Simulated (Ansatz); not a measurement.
# B2GeH: the cost of one run

Computed with Ansatz 0.2.0, Gaussian basis. Level: the settings change from run to run.

33 further runs of the same task are left out: 22 that didn't finish, 11 set aside as unsound or not needed.

**1. What is computed**

The geometry is a PBE0/def2-TZVP stationary point (not a proven minimum). No spin-orbit coupling is included. The filled d shell of Ge may be among the frozen orbitals whatever the setting's name suggests; the logs give the count.

4 atoms, charge 0, spin multiplicity 4.

Atoms are counted from 1 here; the program's logs count them from 0.

Bond lengths: B1–Ge2 2.121 Å, B1–B3 1.683 Å, Ge2–B3 2.022 Å, B3–H4 1.189 Å. Angles: Ge2–B1–B3 63.0°, B1–Ge2–B3 47.9°, B1–B3–Ge2 69.2°, B1–B3–H4 135.9°, Ge2–B3–H4 150.2°.

**2. CISD/cc-pVDZ**

in.yaml

```yaml
crystal:
  periodic: [false, false, false]
  atoms:
    - {symbol: B, position_ang: [0.013443, -1.059555, -1.355486]}
    - {symbol: Ge, position_ang: [0.004178, 0.046165, 0.454861]}
    - {symbol: B, position_ang: [-0.057533, 0.617024, -1.483527]}
    - {symbol: H, position_ang: [0.171821, 1.419494, -2.330052]}
basis:
  gaussian: {orbitals: cc-pVDZ}
magnetization: {spin_polarized: false, initial_magnetization: 3}
correlation: {active_space: {ras: {orbitals: [4, 3, 37], electrons: 11, max_holes: 2, max_particles: 2}, fixed_orbitals: true}}
accuracy: high
output: {forces: true}
```

Started as:

```sh
ansatz run in.yaml --threads 1 --pin off --events-out ev --progress --plain --max-ram 2393MiB
```

What time and memory should one allow on 1 thread of Intel Xeon at 2.50GHz, shared host?

About 70 s, with a peak of 0.3 GiB.
